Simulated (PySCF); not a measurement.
**TcH₂: relaxation and vibrations of the quartet**

Aim: relax TcH₂ as a quartet from a PBE0 minimum start, check by its vibrations whether the end is a minimum, and collect its spectrum and constants.

Program: PySCF 2.14.0. Level of theory: PBE0, basis Tc def2-TZVP with ECP28, H def2-TZVP, scalar-relativistic core potentials, no spin–orbit coupling, density fitting. These are calculated values, not measurements.

### Step 1. The starting structure

3 atoms, charge 0, spin multiplicity 4.

Bond lengths: Tc1–H2 1.614 Å, Tc1–H3 1.614 Å. Angles: H2–Tc1–H3 69.0°.

Z-matrix (Å, degrees; charge 0 multiplicity 4):
```
Tc
H  1 1.6138
H  1 1.6138 2 69.04
```

### Step 2. Finding the electronic state

The steps below are one call of a driver around PySCF. For each, scf.py gives the equivalent set-up of the SCF; relaxations use the driver's own optimiser. After this first run the driver tries any further starts and a stability analysis.

scf.py reads:

```python
from pyscf import gto, scf, dft
mol = gto.M(atom='''
Tc     0.000000     0.000000    -0.026556
H      0.914605    -0.000000     1.303091
H     -0.914605     0.000000     1.303091''',
    basis={'Tc': 'def2-TZVP', 'H': 'def2-TZVP'},
    ecp={'Tc': 'def2-TZVP'},
    charge=0, spin=3)
mf = dft.UKS(mol, xc='PBE0')
mf.grids.atom_grid = (50, 194)
aux = {'Tc': 'def2-universal-JKFIT', 'H': 'def2-universal-JKFIT'}
mf = mf.density_fit(auxbasis=aux)
mf.conv_tol = 1e-08
mf.diis_space = 10
mf.max_cycle = 60
mf.init_guess = 'minao'
mf.verbose = 4
mf.kernel()
```

Command:

```console
$ OMP_NUM_THREADS=2 python axn.py task.json out
```

What it wrote:

```text
init E= -74.6700101217167
[... the frontier-level lines of each cycle are left out ...]
cycle= 1 E= -81.6963752720122  delta_E= -7.03  |g|= 0.599  |ddm|= 2.66
cycle= 2 E= -80.9852516624208  delta_E= 0.711  |g|= 1.26  |ddm|= 1.93
cycle= 3 E= -81.8642149575649  delta_E= -0.879  |g|= 0.139  |ddm|= 1.75
cycle= 4 E= -81.874383374016  delta_E= -0.0102  |g|= 0.0684  |ddm|= 0.147
cycle= 5 E= -81.8768174579022  delta_E= -0.00243  |g|= 0.011  |ddm|= 0.0577
cycle= 6 E= -81.8770041052562  delta_E= -0.000187  |g|= 0.00398  |ddm|= 0.018
cycle= 7 E= -81.8770689146635  delta_E= -6.48e-05  |g|= 0.00153  |ddm|= 0.0151
cycle= 8 E= -81.8770772738943  delta_E= -8.36e-06  |g|= 0.000603  |ddm|= 0.00576
cycle= 9 E= -81.8770782659161  delta_E= -9.92e-07  |g|= 8.12e-05  |ddm|= 0.00228
cycle= 10 E= -81.8770782809018  delta_E= -1.5e-08  |g|= 1.32e-05  |ddm|= 0.000262
cycle= 11 E= -81.8770782816488  delta_E= -7.47e-10  |g|= 4.52e-06  |ddm|= 5.98e-05
Extra cycle  E= -81.8770782817295  delta_E= -8.08e-11  |g|= 2.51e-06  |ddm|= 1.6e-05
converged SCF energy = -81.8770782817295  <S^2> = 3.7771135  2S+1 = 4.0135338
```

This step, with its further starts and checks, ran for 8.2 s (2 threads of Arm Neoverse N1, shared host).

Energies from each starting density:

```tsv
start	energy (Eh)
the minimal-basis guess	-81.877078
a thermally smeared density	-81.877995
a smeared PBE density	-81.877995
```

The first run landed in a state that is too high. Following the other starts and the instabilities gains 2.4 kJ/mol (-81.87800 Eh), and the work goes on from there.

### Step 3. PBE0 minimum start, quartet: relaxation

The program finds C2v symmetry in the start, which this walk keeps. Threshold on the gradient: 0.0003 Eh/bohr, with a further test on the energy change.

scf.py: that of step 2 with these lines changed.

```diff
@@ -3,2 +3,2 @@
-Tc     0.000000     0.000000    -0.026556
-H      0.914605    -0.000000     1.303091
+Tc    -0.000000     0.000000    -0.026556
+H      0.914605     0.000000     1.303091
@@ -16 +15,0 @@
-mf.init_guess = 'minao'
```

The optimiser's trace:

```tsv
step	energy (Eh)	change (kJ/mol)	largest symmetric gradient (Eh/bohr)
0	-81.877995	0.00	0.01078
1	-81.880230	-5.87	0.00734
2	-81.883576	-14.65	0.00762
3	-81.883780	-15.19	0.00572
4	-81.883872	-15.43	0.00204
5	-81.883885	-15.46	0.00005
```

The walk took 8.1 s.

Positions (Å) and forces (eV/Å) along the way:

```
step 0
Tc   0.000   0.000  -0.027   0.000   0.000   0.555
H    0.915   0.000   1.303   0.292   0.000  -0.277
H   -0.915   0.000   1.303  -0.292   0.000  -0.277
step 1
Tc   0.000   0.000   0.007   0.000   0.000   0.378
H    0.983   0.000   1.286   0.255   0.000  -0.189
H   -0.983   0.000   1.286  -0.255   0.000  -0.189
step 3
Tc   0.000   0.000   0.123   0.000   0.000   0.294
H    1.210   0.000   1.228  -0.126   0.000  -0.147
H   -1.210   0.000   1.228   0.126   0.000  -0.147
step 5
Tc   0.000   0.000   0.136   0.000   0.000  -0.003
H    1.209   0.000   1.222   0.002   0.000   0.001
H   -1.209   0.000   1.222  -0.002   0.000   0.001
```

It settles in C2v symmetry, 15.5 kJ/mol below the start, after 5 steps: Tc–H 1.625 Å (×2); H–Tc–H 96.2°.

### Step 4. Hessian and properties

On the finer grid the gradient is checked again; gradients at displacements of ±0.02 bohr then give force constants and infrared intensities.

scf.py: that of step 3 with these lines changed.

```diff
@@ -3,3 +3,3 @@
-Tc    -0.000000     0.000000    -0.026556
-H      0.914605     0.000000     1.303091
-H     -0.914605     0.000000     1.303091''',
+Tc     0.000000     0.000000    -0.021816
+H      1.209095     0.000000     1.064272
+H     -1.209095     0.000000     1.064272''',
@@ -10 +10 @@
-mf.grids.atom_grid = (50, 194)
+mf.grids.atom_grid = (75, 302)
@@ -13 +13 @@
-mf.conv_tol = 1e-08
+mf.conv_tol = 1e-10
```

This SCF starts from the last density.

Log of the central SCF (cycles and frontier levels):

```text
init E= -81.8838912176091
[... the frontier-level lines of each cycle are left out ...]
cycle= 1 E= -81.8838912175657  delta_E= 4.34e-11  |g|= 1.4e-05  |ddm|= 1.89e-05
cycle= 2 E= -81.883891217391  delta_E= 1.75e-10  |g|= 2.43e-05  |ddm|= 3e-05
cycle= 3 E= -81.8838912176683  delta_E= -2.77e-10  |g|= 9.7e-07  |ddm|= 1.93e-05
cycle= 4 E= -81.883891217679  delta_E= -1.07e-11  |g|= 8.21e-07  |ddm|= 6.6e-06
Extra cycle  E= -81.8838912176842  delta_E= -5.17e-12  |g|= 7.69e-07  |ddm|= 3.95e-06
converged SCF energy = -81.8838912176842  <S^2> = 3.7835117  2S+1 = 4.0167209
```

The whole step took 21 s.

Geometry: C2v; Tc–H 1.625 Å (×2); H–Tc–H 96.1°.

Harmonic modes (main isotopes):

| symmetry | ω (cm⁻¹) | IR (km/mol) | type |
| --- | --- | --- | --- |
| a1 | 597 | 105 | bend |
| b2 | 1959 | 254 | stretch |
| a1 | 2000 | 76.4 | stretch |

No imaginary mode, so this is a minimum.

Properties at this point:

- Dipole moment: 2.87 D
- Highest occupied level: -4.92 eV
- Lowest empty level: -1.75 eV
- Rotational constants: 7.235, 5.721, 3.195 cm⁻¹
- Zero-point energy: 27.2 kJ/mol
- Principal polarisabilities: 40.7, 45.0, 51.0 bohr³
- Atomisation energy without zero-point energy: 491 kJ/mol
- Principal traceless quadrupole moments about the centre of mass: -1.68, -1.14, 2.81 D Å
- Entropy at 298.15 K and 1 bar (electronic part: spin only): 237.5 J/(mol K)
- Heat capacity Cp at 298.15 K: 37.7 J/(mol K)
- Enthalpy at 298.15 K above 0 K: 10.34 kJ/mol
- Rotational symmetry number: 2
- Spin squared ⟨S²⟩: 3.784

Charges (e) and bond orders:

```tsv
atom	Mulliken	Löwdin	polar tensor	spin (Mulliken)	Mayer order to Tc1
Tc1	0.15	0.12	0.64	3.27	–
H2,3	-0.07	-0.06	-0.32	-0.14	0.98
```

Outer orbital energies (eV). α occupied: -47.71, -47.68, -8.87, -8.81, -7.28, -7.19, -6.83, -6.13; empty: -1.63, -1.46, -0.72, 2.04. β occupied: -74.78, -45.53, -45.39, -45.05, -8.60, -8.31, -4.92; empty: -1.75, -1.44, -1.39, -0.95.

Mulliken populations on Tc1 (outside its core potential): s 2.78, p 6.11, d 5.96, f 0.00.

### Step 5. Summary of results

```
                                          quantity                            value
                                           minimum                     quartet, C2v
                                          geometry  Tc–H 1.625 Å (×2); H–Tc–H 96.1°
                                wavenumbers (cm⁻¹)   597 (a1), 1959 (b2), 2000 (a1)
                                     dipole moment                           2.87 D
highest occupied, lowest empty level (either spin)                  -4.92, -1.75 eV
                        polar-tensor charge of Tc1                          +0.64 e
                                 zero-point energy                      27.2 kJ/mol
                               entropy at 298.15 K                  237.5 J/(mol K)
         atomisation energy (no zero-point energy)                       491 kJ/mol
                                              ⟨S²⟩                            3.784
```

The PBE0 minimum start keeps its C2v symmetry and ends in a minimum. In the infrared the band at 1959 cm⁻¹ (b2, stretch) leads. Most of the spin sits on Tc1 (Mulliken spin 3.27, against 3 for the whole molecule). The first SCF alone would have been 2 kJ/mol too high. Other starts or spin states, not run here, may lie lower. Open d and f shells are described by one determinant, and the ground state may have another occupation or spin.

The search up to here took 37 s.
